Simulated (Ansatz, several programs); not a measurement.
AlN in the zincblende structure, relaxed with PBE in Ansatz (plane waves, PAW): space group F-43m (No. 216), cubic; conventional cell a = 4.403 Å, 10.67 Å³ an atom. Al is surrounded by 4 N at 1.91 Å; N is surrounded by 4 Al at 1.91 Å. The cell was then scaled with its shape and fractional coordinates held. The values are computed, spin-unpolarised, and not measurements.

```csv
V (Å³/atom),E (meV/atom)
10.030,25.60
10.670,0.00
10.990,5.46
11.311,20.97
```

Problem. Pass a cubic E = c₀ + c₁u + c₂u² + c₃u³, with u = V − 10.750 Å³, through these points.

Solution. c₀ = 0.34, c₁ = +8.673, c₂ = 54.771, c₃ = -8.3372 (meV and Å³).

Problem. Where is the minimum, and what bulk modulus follows?

Solution. dE/du = 0 at u = -0.078, so V₀ = 10.67 Å³. B = V₀ d²E/dV² = 10.67 × (2c₂ + 6c₃u) = 10.67 × 113.434 = 1211 meV/Å³, and 1 meV/Å³ is 0.16022 GPa: 194 GPa. A third-order Birch-Murnaghan fit to all five points gives 10.67 Å³ and 193 GPa.

Problem. Predict the energy and the pressure at the withheld volume, 10.350 Å³.

Solution. With u = -0.400: E ≈ 6.17 meV and P = −dE/dV ≈ +6.27 GPa. The run gives 6.10 meV and, from its stress, +6.24 GPa.
